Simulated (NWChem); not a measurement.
**One shape, several levels: SeO2 (selenium dioxide)**

Aim: a comparison of 6 runs (HF/3-21G, HF/def2-SVP, HF/def2-TZVPP, B3LYP/6-31G*, PBE0/def2-SVP, MP2/def2-TZVPP) of SeO2 (selenium dioxide). 

The results are computed with NWChem 7.3.0.

## Step 1: The structure to begin with

SeO2: 3 atoms, total charge 0, spin state singlet. As SMILES, `O=[Se]=O`. The shape is that of a PBE0-D4/def2-TZVP optimisation.

Bond lengths: O1–Se2 1.599 Å, Se2–O3 1.599 Å. Angles: O1–Se2–O3 113.8°.

## Step 2: Energy and forces at HF/3-21G (run 1)

File run.py:

```python
from ase import Atoms
from ase.calculators.nwchem import NWChem

system = Atoms('OSeO', positions=[
    [0.450000, -1.291360, 0.094840],
    [-0.515880, -0.067700, -0.261270],
    [0.065880, 1.359070, 0.166440],
])

calc = NWChem(
    label='o2se',
    theory='scf',
    memory='2200 mb',
    basis='3-21G',
    basispar='spherical bse',
    scf={'nopen': '0', 'rhf': None, 'thresh': '1e-08', 'maxiter': '80'},
)
system.calc = calc

forces = system.get_forces()
print("Total energy (eV):", round(system.get_potential_energy(), 6))
print("forces (eV/A):")
for s, f in zip(system.symbols, forces):
    print(f"{s:2s} {f[0]:10.5f} {f[1]:10.5f} {f[2]:10.5f}")
print("dipole (e A):", system.get_dipole_moment().round(4))
```

Started as:

```console
$ export ASE_NWCHEM_COMMAND="nwchem PREFIX.nwi > PREFIX.nwo"
$ python run.py
```

Standard output:

```text
Total energy (eV): -69040.992497
forces (eV/A):
O     0.69620   -0.68597    0.27598
Se   -1.17150   -0.15427   -0.59336
O     0.47529    0.84024    0.31738
dipole (e A): [-0.6902 -0.0906 -0.3496]
```

The calculator wrote o2se.nwi:

```
title "o2se"

permanent_dir o2se

scratch_dir o2se

start o2se

geometry units angstrom nocenter noautosym noautoz
  O  4.5000000000000001e-01 -1.2913600000000001e+00 9.4839999999999994e-02
  Se -5.1588000000000001e-01 -6.7699999999999996e-02 -2.6127000000000000e-01
  O  6.5879999999999994e-02 1.3590700000000000e+00 1.6644000000000000e-01
end

memory 2200 mb

basis spherical bse noprint
   * library 3-21G
end

scf
  nopen 0
  rhf
  thresh 1e-08
  maxiter 80
end

task scf gradient
```

o2se.nwo:

```text
Northwest Computational Chemistry Package (NWChem) 7.3.0
             --------------------------------------------------------

           Job information
           ---------------

    nwchem branch   = 7.3.0
    use scalapack   = T
    input           = o2se.nwi
    prefix          = o2se.
    data base       = o2se/o2se.db
    status          = startup
    nproc           =        1

           Memory information
           ------------------

    heap     =     72089600 doubles =      550.0 Mbytes
    stack    =     72089597 doubles =      550.0 Mbytes
    global   =    144179200 doubles =     1100.0 Mbytes (distinct from heap & stack)
    total    =    288358397 doubles =     2200.0 Mbytes
    verify   = yes
    hardfail = no

           Directory information
           ---------------------

  0 permanent = o2se
  0 scratch   = o2se

                                NWChem Input Module
                                -------------------

                                       o2se
                                       ----

[... 102 lines left out ...]
 Convergence threshold     :          1.000E-08
[... 14 lines left out ...]
       Final RHF  results
[... 3 lines left out ...]
      One-electron energy =  -3916.530371752258
[... 1 line left out ...]
 Nuclear repulsion energy =    192.664816994879
[... 43 lines left out ...]
                       ROHF Final Molecular Orbital Analysis
[... 183 lines left out ...]
     L   x y z        total         open         nuclear
     -   - - -        -----         ----         -------
     0   0 0 0     -0.000000      0.000000     50.000000

     1   1 0 0     -1.304275      0.000000    -25.346668
[... 8 lines of this table left out ...]
     2   0 0 2    -18.623482      0.000000      9.336489

                              NWChem Gradients Module
                              -----------------------

                                       o2se

  wavefunction    =   RHF

                         RHF ENERGY GRADIENTS

    atom               coordinates                        gradient
                 x          y          z           x          y          z
   1 O       0.850377  -2.440317   0.179222   -0.013539   0.013340  -0.005367
   2 Se     -0.974872  -0.127934  -0.493729    0.022782   0.003000   0.011539
   3 O       0.124495   2.568270   0.314526   -0.009243  -0.016340  -0.006172

                 ----------------------------------------
                 |  Time  |  1-e(secs)   |  2-e(secs)   |
                 ----------------------------------------
                 |  CPU   |       0.00   |       0.17   |
                 ----------------------------------------
                 |  WALL  |       0.00   |       0.17   |
                 ----------------------------------------

 Task  times  cpu:        1.4s     wall:        1.4s
 Total times  cpu:        1.4s     wall:        1.4s
```

It took 2.2 s on 1 thread of AMD EPYC 9R45 (Zen 5), shared host; peak memory 0.099 GiB.

## Step 3: Energy and forces at HF/def2-SVP (run 2)

File sp.nw:

```
start sp
title "O2Se gradient"
memory total 2200 mb
geometry noautosym nocenter noautoz
O      0.450000    -1.291360     0.094840
Se    -0.515880    -0.067700    -0.261270
O      0.065880     1.359070     0.166440
end
basis spherical bse
* library def2-SVP
end
scf
thresh 1e-08
maxiter 80
print medium
end
task scf gradient
```

Started as:

```console
$ nwchem sp.nw > sp.out
```

Standard output:

```text
[...]
  functions       =    60
[...]
  wavefunction    = RHF
[...]
         Total SCF energy =  -2549.015354001608
      One-electron energy =  -3930.306535791578
      Two-electron energy =   1188.626364795091
 Nuclear repulsion energy =    192.664816994879
        Time for solution =      4.7s
[...]
                         RHF ENERGY GRADIENTS
    atom               coordinates                        gradient
                 x          y          z           x          y          z
   1 O       0.850377  -2.440317   0.179222    0.029312  -0.034558   0.011061
   2 Se     -0.974872  -0.127934  -0.493729   -0.047698  -0.006252  -0.024156
   3 O       0.124495   2.568270   0.314526    0.018385   0.040810   0.013095
[...]
```

It took 6.3 s on 1 thread of AMD EPYC 9R45 (Zen 5), shared host; peak memory 0.1 GiB.

Runs 3 to 5 aren't shown in full; the table further down has their settings and results.

## Step 4: Energy and gradient at MP2/def2-TZVPP (run 6)

File o2se.nw:

```
start o2se
title "O2Se"
memory 2200 mb

geometry noautosym nocenter noautoz
O     0.450000   -1.291360    0.094840
Se   -0.515880   -0.067700   -0.261270
O     0.065880    1.359070    0.166440
end

basis spherical bse
* library def2-TZVPP
end

scf
thresh 1e-08
maxiter 80
noprint "final vectors analysis"
end

mp2
freeze core 11
tight
end

task mp2 gradient
```

Started as:

```console
$ nwchem o2se.nw > o2se.out
```

Standard output:

```text
[...]
  functions       =   110
[...]
  wavefunction    = RHF
[...]
         Total SCF energy =  -2549.530064260528
      One-electron energy =  -3931.237877060489
      Two-electron energy =   1189.042995805082
 Nuclear repulsion energy =    192.664816994879
        Time for solution =     26.3s
[...]
          Total MP2 energy         -2550.305770203918
[...]
                         mp2 ENERGY GRADIENTS
    atom               coordinates                        gradient
                 x          y          z           x          y          z
   1 O       0.850377  -2.440317   0.179222   -0.013028   0.018032  -0.004653
   2 Se     -0.974872  -0.127934  -0.493729    0.020443   0.002691   0.010354
   3 O       0.124495   2.568270   0.314526   -0.007416  -0.020722  -0.005702
[...]
```

It took 65 s on 1 thread of AMD EPYC 9R45 (Zen 5), shared host; peak memory 0.48 GiB.

## Step 5: Overview of the runs

| run | level | iteration cap | module | energy (Eh) | dipole moment (D) | HOMO energy (eV) | LUMO energy (eV) | wall time |
| --- | --- | --- | --- | --- | --- | --- | --- | --- |
| 1 | HF/3-21G | 80 | scf | -2537.209697 | 3.74 | -11.67 | -0.35 | 2.2 s |
| 2 | HF/def2-SVP | 80 | scf | -2549.015354 | 3.53 | -12.87 | -0.62 | 6.3 s |
| 3 | HF/def2-TZVPP | 80 | scf | -2549.530064 | 3.40 | -12.98 | -0.77 | 32 s |
| 4 | B3LYP/6-31G* (spherical functions) | 100 | dft | -2551.643532 | 2.70 | -8.61 | -3.95 | 8.4 s |
| 5 | PBE0/def2-SVP | 100 | dft | -2551.061082 | 2.81 | -8.98 | -3.85 | 6 s |
| 6 | MP2/def2-TZVPP | 80 | mp2 | -2550.305770 | 2.53 | – | – | 65 s |

## Step 6: Summary of results

| quantity | value |
| --- | --- |
| run 6: total energy | -2550.30577 Eh |
| run 6: dipole moment (of the density that the program reports) | 2.53 D |
| run 6: correlation energy (11 core orbitals frozen) | -775.7 mEh |
| run 6: largest force on an atom | 1.186 eV/Å |

What this shows: The dipole moment (its size) runs from 2.53 D (MP2/def2-TZVPP) to 3.74 D (HF/3-21G). The two ends differ in method and basis. Over runs 1, 2, 3, 4, 5 the HOMO–LUMO gap runs from 4.66 eV (B3LYP/6-31G*) to 12.25 eV (HF/def2-SVP). Totals of different functionals can't be ranked against each other. All runs together took 2 min, the longest 65 s.
